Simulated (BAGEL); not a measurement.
# RI-MP2/aug-cc-pVDZ (density fitting with qzvpp-jkfit) run of CH5BeN (BeMe(NH2))

What is the energy change on altering one bond length of CH5BeN (BeMe(NH2)) at RI-MP2/aug-cc-pVDZ (density fitting with qzvpp-jkfit)? 

The calculation is run with BAGEL 1.2.2.

2 further runs of the same task are left out: 2 set aside as unsound or not needed. Runs told in other sessions of the task aren't counted.

## Step 1: The molecule

CH5BeN: 8 atoms, total charge 0, spin state singlet. As SMILES, `[CH3][Be][NH2]`. The shape comes from GFN2-xTB, which is rough for such elements, and wasn't checked as a minimum.

Bond lengths: Be1–C2 1.728 Å, Be1–N6 1.510 Å, C2–H3 1.089 Å, C2–H4 1.089 Å, C2–H5 1.089 Å, N6–H7 1.007 Å, N6–H8 1.007 Å. Angles: C2–Be1–N6 179.0°, Be1–C2–H3 114.0°, Be1–C2–H4 114.1°, Be1–C2–H5 113.3°, Be1–N6–H7 127.2°, Be1–N6–H8 127.3°, H3–C2–H4 104.9°, H3–C2–H5 104.9°, H4–C2–H5 104.7°, H7–N6–H8 105.5°.

## Step 2: The energy at RI-MP2/aug-cc-pVDZ (density fitting with qzvpp-jkfit)

Input file input.json:

```json
{ "bagel": [

{
  "title": "molecule",
  "basis": "aug-cc-pvdz.json",
  "df_basis": "qzvpp-jkfit",
  "angstrom": "true",
  "geometry": [
    { "atom": "Be", "xyz": [       0.010610,      -0.009070,      -0.310080 ] },
    { "atom": "C", "xyz": [      -0.001530,      -0.017480,       1.418010 ] },
    { "atom": "H", "xyz": [       0.076390,       0.971210,       1.866650 ] },
    { "atom": "H", "xyz": [       0.807740,      -0.592530,       1.864870 ] },
    { "atom": "H", "xyz": [      -0.910090,      -0.444960,       1.840100 ] },
    { "atom": "N", "xyz": [       0.006290,       0.020430,      -1.820140 ] },
    { "atom": "H", "xyz": [       0.806980,       0.031590,      -2.431050 ] },
    { "atom": "H", "xyz": [      -0.796400,       0.040810,      -2.428360 ] }
  ]
},

{ "title": "hf" },

{ "title": "mp2", "ncore": 2 }

]}
```

The basis set aug-cc-pVDZ is read from a file made from the Basis Set Exchange's data (not shown).

Run with:

```console
$ BAGEL_NUM_THREADS=1 BAGEL input.json > input.out
```

Standard output:

```text
* using 1 threads per process

  ===============================================================
  ===============================================================

  *** Geometry ***

  { "atom" : "Be", "xyz" : [      0.020050,     -0.017140,     -0.585966 ] },
  { "atom" : "C", "xyz" : [     -0.002891,     -0.033032,      2.679651 ] },
  { "atom" : "H", "xyz" : [      0.144356,      1.835321,      3.527457 ] },
  { "atom" : "H", "xyz" : [      1.526407,     -1.119719,      3.524094 ] },
  { "atom" : "H", "xyz" : [     -1.719821,     -0.840853,      3.477285 ] },
  { "atom" : "N", "xyz" : [      0.011886,      0.038607,     -3.439566 ] },
  { "atom" : "H", "xyz" : [      1.524971,      0.059696,     -4.594019 ] },
  { "atom" : "H", "xyz" : [     -1.504978,      0.077120,     -4.588935 ] },

  Number of auxiliary basis functions:      293

  Since a DF basis is specified, we compute 2- and 3-index integrals:
    o Being stored without compression. Storage requirement is 0.030 GB

  Number of basis functions:      114
  Number of electrons      :       22

    * METHOD: MOLECULE                             0.19

  *** RHF ***

  === Nuclear Repulsion ===
    51.1483154219

      * DIIS with orbital gradients will be used.

  === RHF iteration (aug-cc-pvdz.json) ===
      0       -109.52426190          0.02368533           0.04
      1       -109.79138522          0.01709428           0.04
      2       -109.92013091          0.00207954           0.04
      3       -109.92218984          0.00074149           0.04
      4       -109.92248276          0.00016827           0.04
      5       -109.92250262          0.00003190           0.04
      6       -109.92250351          0.00000777           0.04
      7       -109.92250358          0.00000234           0.04
      8       -109.92250359          0.00000083           0.04
      9       -109.92250359          0.00000023           0.04
     10       -109.92250359          0.00000008           0.04
     11       -109.92250359          0.00000003           0.04
     12       -109.92250359          0.00000001           0.04
    * SCF iteration converged.

    * Permanent dipole moment:
           (   -0.005654,     0.001636,     0.388373) a.u.

    * METHOD: HF                                   0.72

  *** RHF ***

  === Nuclear Repulsion ===
    51.1483154219

      * DIIS with orbital gradients will be used.

  === RHF iteration (aug-cc-pvdz.json) ===
      0       -109.92250359          0.00000000           0.04
    * SCF iteration converged.

    * Permanent dipole moment:
           (   -0.005654,     0.001636,     0.388373) a.u.

  === DF-MP2 calculation ===

    * freezing 2 orbitals
    * 3-index integral transformation done
    * assembly done

      MP2 correlation energy:   -0.3863109597      0.05

      MP2 total energy:       -110.3088145452

    * METHOD: MP2                                  0.15

  ===============================================================
```

It took 1.2 s on 1 thread of Arm Neoverse N1, shared host; peak memory 0.092 GiB.

## Step 3: The distorted shape at the same level

Input file input.json:

```json
{ "bagel": [

{
  "title": "molecule",
  "basis": "aug-cc-pvdz.json",
  "df_basis": "qzvpp-jkfit",
  "angstrom": true,
  "geometry": [
    { "atom": "Be", "xyz": [   -0.051725,   -0.800003,   -0.668983 ] },
    { "atom": "C", "xyz": [   -0.063865,   -0.808413,    1.059107 ] },
    { "atom": "H", "xyz": [    0.076390,    0.971210,    1.866650 ] },
    { "atom": "H", "xyz": [    0.745405,   -1.383463,    1.505967 ] },
    { "atom": "H", "xyz": [   -0.972425,   -1.235893,    1.481197 ] },
    { "atom": "N", "xyz": [   -0.056045,   -0.770503,   -2.179043 ] },
    { "atom": "H", "xyz": [    0.744645,   -0.759343,   -2.789953 ] },
    { "atom": "H", "xyz": [   -0.858735,   -0.750123,   -2.787263 ] }
  ]
},
{ "title": "hf" },
{ "title": "mp2", "ncore": 2 }

]}
```

The basis set aug-cc-pVDZ is read from a file made from the Basis Set Exchange's data (not shown).

Run with:

```console
$ BAGEL_NUM_THREADS=1 BAGEL input.json > input.out
```

Standard output:

```text
* using 1 threads per process

  ===============================================================
  ===============================================================

  *** Geometry ***

  { "atom" : "Be", "xyz" : [     -0.097746,     -1.511787,     -1.264195 ] },
  { "atom" : "C", "xyz" : [     -0.120687,     -1.527679,      2.001422 ] },
  { "atom" : "H", "xyz" : [      0.144356,      1.835321,      3.527457 ] },
  { "atom" : "H", "xyz" : [      1.408611,     -2.614366,      2.845865 ] },
  { "atom" : "H", "xyz" : [     -1.837617,     -2.335499,      2.799057 ] },
  { "atom" : "N", "xyz" : [     -0.105910,     -1.456040,     -4.117794 ] },
  { "atom" : "H", "xyz" : [      1.407175,     -1.434950,     -5.272247 ] },
  { "atom" : "H", "xyz" : [     -1.622774,     -1.417527,     -5.267164 ] },

  Number of auxiliary basis functions:      293

  Since a DF basis is specified, we compute 2- and 3-index integrals:
    o Being stored without compression. Storage requirement is 0.030 GB

  Number of basis functions:      114
  Number of electrons      :       22

    * METHOD: MOLECULE                             0.19

  *** RHF ***

  === Nuclear Repulsion ===
    49.3055115292

      * DIIS with orbital gradients will be used.

  === RHF iteration (aug-cc-pvdz.json) ===
      0       -109.35231711          0.02399268           0.04
      1       -109.62432730          0.01913689           0.04
      2       -109.78531568          0.00266420           0.04
      3       -109.79008268          0.00062832           0.04
      4       -109.79041430          0.00025526           0.04
      5       -109.79047548          0.00006655           0.04
      6       -109.79048080          0.00001877           0.04
      7       -109.79048116          0.00000464           0.04
      8       -109.79048118          0.00000188           0.04
      9       -109.79048118          0.00000063           0.04
     10       -109.79048118          0.00000018           0.04
     11       -109.79048118          0.00000007           0.04
     12       -109.79048118          0.00000002           0.04
     13       -109.79048118          0.00000001           0.04
    * SCF iteration converged.

    * Permanent dipole moment:
           (    0.043674,     0.616828,     0.699335) a.u.

    * METHOD: HF                                   0.76

  *** RHF ***

  === Nuclear Repulsion ===
    49.3055115292

      * DIIS with orbital gradients will be used.

  === RHF iteration (aug-cc-pvdz.json) ===
      0       -109.79048118          0.00000000           0.04
    * SCF iteration converged.

    * Permanent dipole moment:
           (    0.043674,     0.616828,     0.699334) a.u.

  === DF-MP2 calculation ===

    * freezing 2 orbitals
    * 3-index integral transformation done
    * assembly done

      MP2 correlation energy:   -0.3944774743      0.05

      MP2 total energy:       -110.1849586559

    * METHOD: MP2                                  0.15

  ===============================================================
```

It took 1.3 s on 1 thread of Arm Neoverse N1, shared host; peak memory 0.093 GiB.

## Step 4: Summary of results

Level: RI-MP2/aug-cc-pVDZ (density fitting with qzvpp-jkfit), 2 core orbitals frozen.

```
                                                         quantity          value
                                        first shape: total energy  -110.30881 Eh
         first shape: correlation energy (2 core orbitals frozen)     -386.3 mEh
                                    distorted shape: total energy  -110.18496 Eh
     distorted shape: correlation energy (2 core orbitals frozen)     -394.5 mEh
energy change with the C2–H3 bond stretched from 1.089 to 1.959 Å       3.370 eV
```

In words: One bond (distorted shape) is far stretched, which a spin-restricted single reference describes badly; perturbation theory on it can break down and give far too much correlation. With the C2–H3 bond stretched from 1.089 to 1.959 Å the energy rises by 3.37 eV (78 kcal/mol). The first shape isn't relaxed at this level, so the change isn't measured from a minimum. A restricted reference can't describe the breaking bond well at this length.
